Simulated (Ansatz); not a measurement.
The same calculation of InGaTe2, space group I4/mcm as a Python script and as an input file (Ansatz's Python interface).

`deck.py`:
```python
# -*- coding: utf-8 -*-
import json

import ansatz as az
import numpy as np


def main():
    deck = {
        "crystal": {
            "lattice": [
                [-4.285169, 4.285169, 3.409848],
                [4.285169, -4.285169, 3.409848],
                [4.285169, 4.285169, -3.409848],
            ],
            "atoms": [
                {"symbol": "In", "position": [0.75, 0.75, 0.0]},
                {"symbol": "In", "position": [0.25, 0.25, 0.0]},
                {"symbol": "Ga", "position": [0.25, 0.75, 0.5]},
                {"symbol": "Ga", "position": [0.75, 0.25, 0.5]},
                {"symbol": "Te", "position": [0.171327, 0.671327, 0.842654]},
                {"symbol": "Te", "position": [0.671327, 0.828673, 0.5]},
                {"symbol": "Te", "position": [0.328673, 0.171327, 0.5]},
                {"symbol": "Te", "position": [0.828673, 0.328673, 0.157346]},
            ],
        },
        "kpoints": {"mp_grid": {"grid": [3, 3, 3]}},
        "hamiltonian": {"xc": "lda"},
        "scf": {"occupations": {"method": "fixed"}},
        "basis": {"ecutwfc": 510},
        "output": {"forces": True},
    }

    done = az.Session.from_dict(deck).plan(threads=1).execute()
    data = done.report

    energy = data["free_energy_ev"]
    print("InGaTe2: {:.6f} eV = {:.6f} Ry = {:.6f} Ha".format(energy, energy / 13.605693, energy / 27.211386))
    print("Fermi level {:.4f} eV, {} k-points, {} symmetry operations".format(data["fermi_energy_ev"], data["n_kpoints"], data["n_symmetry_ops"]))

    forces = np.array(data["forces_ev_ang"])
    norms = np.linalg.norm(forces, axis=1)
    print("largest force {:.4f} eV/A on atom {}".format(norms.max(), norms.argmax()))
    print(np.array2string(forces, precision=4, suppress_small=True))

    keep = ["free_energy_ev", "energy_sigma0_ev", "fermi_energy_ev", "n_iterations", "converged", "magnetization_mub", "n_kpoints"]
    with open("ingate2.json", "w") as handle:
        json.dump({key: data[key] for key in keep}, handle, indent=1)

    used = data["setup"]
    print("cutoffs (eV):", used["ecut_ev"], used["ecutrho_ev"], " FFT grid:", used["fft_dense"])
    print("cell volume {:.3f} A^3, {} symmetry operations".format(used["cell_volume_ang3"], used["n_sym_ops"]))


if __name__ == "__main__":
    main()
```

```console
$ python deck.py
InGaTe2: -45638.770495 eV = -3354.387792 Ry = -1677.193896 Ha
Fermi level 7.4992 eV, 6 k-points, 16 symmetry operations
largest force 0.3137 eV/A on atom 7
[[ 0.      0.      0.    ]
 [ 0.      0.      0.    ]
 [ 0.      0.      0.    ]
 [ 0.      0.      0.    ]
 [-0.2218 -0.2218  0.    ]
 [ 0.2218 -0.2218 -0.    ]
 [-0.2218  0.2218  0.    ]
 [ 0.2218  0.2218  0.    ]]
cutoffs (eV): 510.0 2040.0  FFT grid: [54, 54, 54]
cell volume 250.456 A^3, 16 symmetry operations
```

`input.yaml`:
```yaml
crystal:
  lattice:
    - [-4.285169, 4.285169, 3.409848]
    - [4.285169, -4.285169, 3.409848]
    - [4.285169, 4.285169, -3.409848]
  atoms:
    - { symbol: In, position: [0.75, 0.75, 0.0] }
    - { symbol: In, position: [0.25, 0.25, 0.0] }
    - { symbol: Ga, position: [0.25, 0.75, 0.5] }
    - { symbol: Ga, position: [0.75, 0.25, 0.5] }
    - { symbol: Te, position: [0.171327, 0.671327, 0.842654] }
    - { symbol: Te, position: [0.671327, 0.828673, 0.5] }
    - { symbol: Te, position: [0.328673, 0.171327, 0.5] }
    - { symbol: Te, position: [0.828673, 0.328673, 0.157346] }
kpoints:
  mp_grid: { grid: [3, 3, 3] }
hamiltonian:
  xc: lda
scf:
  occupations: { method: fixed }
basis:
  ecutwfc: 510
output:
  forces: true
```

On the command line:
```console
$ ansatz run input.yaml --threads 1 --pin off --max-ram 3072MiB --backend cpu --events-out ev --progress --plain --runs-dir out
Engine: ansatz 0.2.0, x86_64-unknown-linux-gnu
Pseudopotentials: kind: paw
Pseudopotential: In, paw, valence charge 13, recommended cutoff 420 eV (normal), In.paw.azcp
Pseudopotential: Ga, paw, valence charge 13, recommended cutoff 420 eV (normal), Ga.paw.azcp
Pseudopotential: Te, paw, valence charge 16, recommended cutoff 420 eV (normal), Te.paw.azcp
Functional definition: SPW92
  exchange = slater_x
  correlation = pw_c
Crystal: 8 atoms, lattice volume = 250.456 Å³
Basis set: ecut = 510 eV, 6549 PW (Γ)
Bands: 70, of which v1, the nominal top of the filled ones, is band 58 counted from 1 (57 counted from 0)
Symmetry: 16 space group operations
Space group: I4/mcm (ITA 140), of the structure as read, at distance tolerance 6.3e-5 Å
k-points: 6 of 27
Non-local potential: In, projectors of the file, l = 0: 2, l = 1: 2, l = 2: 2, l = 3: 2
Non-local potential: Ga, projectors of the file, l = 0: 2, l = 1: 2, l = 2: 3, l = 3: 1
Non-local potential: Te, projectors of the file, l = 0: 2, l = 1: 2, l = 2: 2, l = 3: 2
PAW form: soft (Blöchl's): semilocal exchange-correlation on the pseudo side does not see the compensation charge
PAW frozen core: In, regenerated for the run's functional, and the local potential with it (the file was generated under x = pbe(κ = 0.804, μ = 0.2195149727645171), c = pbe(β = 0.06672455060314922))
PAW frozen core: Ga, regenerated for the run's functional, and the local potential with it (the file was generated under x = pbe(κ = 0.804, μ = 0.2195149727645171), c = pbe(β = 0.06672455060314922))
PAW frozen core: Te, regenerated for the run's functional, and the local potential with it (the file was generated under x = pbe(κ = 0.804, μ = 0.2195149727645171), c = pbe(β = 0.06672455060314922))
PAW one-centre angular grid: In, 590 points (default); XC on 64 Gauss nodes
PAW one-centre angular grid: Ga, 590 points (default); XC on 64 Gauss nodes
PAW one-centre angular grid: Te, 590 points (default); XC on 64 Gauss nodes
Initial density: superposition of atomic densities (neutral atoms: chi_scale 0, normalization atom), corrected by the library's trained network
Initial wavefunctions: pseudopotential atomic-orbital guess
Functional: x = slater, c = lda
SCF iter   1: F=—  HF=-45638.789495 eV  |F-HF|=—  |Δ(HF+E_count)|=         —  Δρ=4.79e-3  dr2=2.65e-2  ethr=1.77e-3  ⟨swp⟩=5.2  Hψ=1277  notcnv=0  defer=57
preconditioner: auto → Resta (q_TF=auto, 2.400 Å⁻¹)  ε∞=3.4  [insulator: Δε(μ)=0.415 eV  Ē_g=13.071 eV  n_scr=70 (ndim 8)  ℏωp=20.5 eV  f_vac=0.000  ε∞_Penn≈3.4]
SCF iter   2: F=—  HF=-45638.772257 eV  |F-HF|=—  |Δ(HF+E_count)|=   1.72e-2  Δρ=2.28e-3  dr2=6.21e-3  ethr=2.28e-5  ⟨swp⟩=2.0  Hψ=709  notcnv=0  defer=59
SCF iter   3: F=—  HF=-45638.770973 eV  |F-HF|=—  |Δ(HF+E_count)|=   1.28e-3  Δρ=6.09e-4  dr2=6.99e-4  ethr=5.35e-6  ⟨swp⟩=2.0  Hψ=744  notcnv=0  defer=59
SCF iter   4: F=—  HF=-45638.770554 eV  |F-HF|=—  |Δ(HF+E_count)|=   4.19e-4  Δρ=2.38e-4  dr2=1.31e-4  ethr=6.03e-7  ⟨swp⟩=2.0  Hψ=618  notcnv=0  defer=58
SCF iter   5: F=—  HF=-45638.770498 eV  |F-HF|=—  |Δ(HF+E_count)|=   5.57e-5  Δρ=6.45e-5  dr2=8.25e-6  ethr=1.13e-7  ⟨swp⟩=2.0  Hψ=731  notcnv=0  defer=37
SCF iter   6: F=—  HF=-45638.770495 eV  |F-HF|=—  |Δ(HF+E_count)|=   3.22e-6  Δρ=1.37e-5  dr2=5.14e-7  ethr=7.11e-9  ⟨swp⟩=2.0  Hψ=731  notcnv=0  defer=37
SCF iter   7: F=-45638.770495 eV  HF=-45638.770495 eV  |F-HF|=2.26e-8  |Δ(HF+E_count)|=   1.13e-7  Δρ=5.58e-6  dr2=7.30e-8  ethr=2.16e-10  ⟨swp⟩=5.0  Hψ=1393  notcnv=0
SCF 1 converged in 7 iterations: F = -45638.770495 eV  dr2 = 7.30e-8
  greatest PAW one-centre occupation: 0.999 electrons in one spin orbital (limit 2), on the Te atom at site 6 (counted from 0), in its partial waves of l = 2
SCF converged after 7 iterations
Free energy (F): -45638.770495 eV
Harris-Foulkes:  -45638.770495 eV  (|F-HF|=2.26e-8)
Internal energy: -45638.770495 eV  (E = F + TS)
E sigma→0 (E₀):  -45638.770495 eV
Fermi energy:    7.499177 eV
--- Per-component energies (eV) ---
  E_band       = -1358.211701
  E_kinetic    = 1433.669531
  E_local      = -12080.813972  (includes V_loc(G=0)·N_el)
  E_nonlocal   = 373.189623
  E_hartree    = 6301.373678
  E_xc         = -1058.009235
  E_vxc        = -735.319654  (∫ρ·V_xc dr)
  E_paw        = -29888.227235  (= ΣΔE_a)
  E_vpaw       = -2951.675389  (= ΣTr[D̂ρ^β])
  E_aug_tail   = -0.000111  (compensation charges beyond the density's cutoff)
  E_ewald      = -10726.693452
  E_core_change = 6.740677  (= ΣΔE_core)
  E_smearing   = -0.000000  (= −TS)
  E_closure    = 0.000000  (closes the sum)
  Σ components = -45638.770495   (vs F -45638.770495, Δ=0.00e0)
--- Forces (eV/Å), atoms counted from 1 ---
  atom   1  In    -0.00000000     0.00000000     0.00000000
  atom   2  In    -0.00000000    -0.00000000     0.00000000
  atom   3  Ga    -0.00000000     0.00000000     0.00000000
  atom   4  Ga     0.00000000     0.00000000     0.00000000
  atom   5  Te    -0.22181647    -0.22181647     0.00000000
  atom   6  Te     0.22181647    -0.22181647    -0.00000000
  atom   7  Te    -0.22181647     0.22181647    -0.00000000
  atom   8  Te     0.22181647     0.22181647     0.00000000
  max |Σ_I F_I| component: 2.78e-17 eV/Å
```

Total energies depend on the potentials; only differences at equal settings carry meaning. A total without «per atom» is that of the cell as typed. With fixed filling the reported Fermi level is the top filled level among the k-points of the SCF. Only differences from the Fermi energy are physical; the zero of the scale is a convention. The structure comes from a database of computed cells and needn't be a stable or known phase. Processor time in the engine: 5.9 s on 1 thread of Intel(R) Xeon(R) Processor @ 2.30GHz, on a shared host, peak memory 0.81 GiB.

(A comment or docstring line of the script was reworded after the run, the code is as it ran.)
